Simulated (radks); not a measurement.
# Numerical settings for Ag

How sensitive is the result for neutral silver to mesh, mixing and thresholds? A default run comes first. The defaults are a mesh step of 0.008 in ln r, a mesh end at 40 bohr or more, Anderson mixing 0.5 over 9 steps and a tight residual threshold, with the energy settled to 1e-9 hartree as well; every run has a cap on iterations.

Method: Dirac Kohn-Sham, PBE, spin-unpolarised, spherical densities, point nucleus. Code: radks (a radial shooting solver on a logarithmic mesh, Libxc functionals) version 1.

**1. The atom as given**

- element: silver (Z = 47)
- charge: 0
- electrons: 47
- configuration: [Kr] 4d10 5s1

Outer shells as boxes (Hund's rule):

Ag
```
[Kr] core
4d [↑↓][↑↓][↑↓][↑↓][↑↓]
5s [↑ ]
```

**2. Default settings**

Settings of this run:

```text
Z 47
configuration [Kr] 4d10 5s1
relativity Dirac
functional pbe,pbe
spin unpolarised
j_filling energy
nucleus point
c 137.035999084
max_iterations 80
```

Run with:

```console
$ python run_ks.py task.json out
```

The same process makes all the runs of this session.

**3. Mesh step in ln r 0.12**

Changes since step 2:

```diff
@@ -8,2 +8,3 @@
 c 137.035999084
+mesh_step 0.12
 max_iterations 80
```

**4. Mesh step in ln r 0.02**

Changes since step 3:

```diff
@@ -8,3 +8,3 @@
 c 137.035999084
-mesh_step 0.12
+mesh_step 0.02
 max_iterations 80
```

**5. Mesh step in ln r 0.005**

Changes since step 4:

```diff
@@ -8,3 +8,3 @@
 c 137.035999084
-mesh_step 0.02
+mesh_step 0.005
 max_iterations 80
```

**6. Mesh end (bohr) 12**

Changes since step 5:

```diff
@@ -8,3 +8,3 @@
 c 137.035999084
-mesh_step 0.005
+mesh_end 12
 max_iterations 80
```

**7. Mesh end (bohr) 2**

Changes since step 6:

```diff
@@ -8,3 +8,3 @@
 c 137.035999084
-mesh_end 12
+mesh_end 2
 max_iterations 80
```

**8. Residual threshold 0.1**

Changes since step 7:

```diff
@@ -8,3 +8,3 @@
 c 137.035999084
-mesh_end 2
+threshold 0.1
 max_iterations 80
```

**9. Residual threshold 0.01**

Changes since step 8:

```diff
@@ -8,3 +8,3 @@
 c 137.035999084
-threshold 0.1
+threshold 0.01
 max_iterations 80
```

**10. Mixing 1.5**

Changes since step 9:

```diff
@@ -8,3 +8,3 @@
 c 137.035999084
-threshold 0.01
+mixing 1.5
 max_iterations 80
```

**11. Mixing history 1, mixing 0.05**

Changes since step 10:

```diff
@@ -8,3 +8,4 @@
 c 137.035999084
-mixing 1.5
+history 1
+mixing 0.05
 max_iterations 80
```

**12. Mixing history 1, mixing 0.5**

Changes since step 11:

```diff
@@ -9,3 +9,3 @@
 history 1
-mixing 0.05
+mixing 0.5
 max_iterations 80
```

**13. Mixing history 2**

Changes since step 12:

```diff
@@ -8,4 +8,3 @@
 c 137.035999084
-history 1
-mixing 0.5
+history 2
 max_iterations 80
```

**14. Iteration cap 2**

Changes since step 13:

```diff
@@ -8,3 +8,2 @@
 c 137.035999084
-history 2
-max_iterations 80
+max_iterations 2
```

Q: Predict the outcome of this session. Wanted: for each run, setting; iterations; converged; change of E.

**Answer**, as computed:

```
                      setting  mesh points  iterations  converged  change of E (mhartree)    time
             Default settings         2725          15        yes                       0  0.18 s
       mesh step in ln r 0.12          182           2         no                       -  0.04 s
       mesh step in ln r 0.02         1090          15        yes              +0.0001218  0.08 s
      mesh step in ln r 0.005         4359          15        yes                       0  0.26 s
           mesh end (bohr) 12         2326          15        yes                +0.03047  0.17 s
            mesh end (bohr) 2         2102          13         no                       -  0.12 s
       residual threshold 0.1         2725          10        yes                       0  0.13 s
      residual threshold 0.01         2725          10        yes                       0  0.13 s
                   mixing 1.5         2725          14        yes                       0  0.17 s
mixing history 1, mixing 0.05         2725          80         no                       -  0.99 s
 mixing history 1, mixing 0.5         2725          30        yes                       0  0.25 s
             mixing history 2         2725          26        yes                       0  0.29 s
              iteration cap 2         2725           2         no                       -  0.05 s
```

In words: A zero stands for a change under the printed digits. No run that converges misses the default energy by more than 1 mhartree. Not converged or rejected: mesh step in ln r 0.12; mesh end (bohr) 2; mixing history 1, mixing 0.05; iteration cap 2. A mesh that ends early acts as a hard wall.
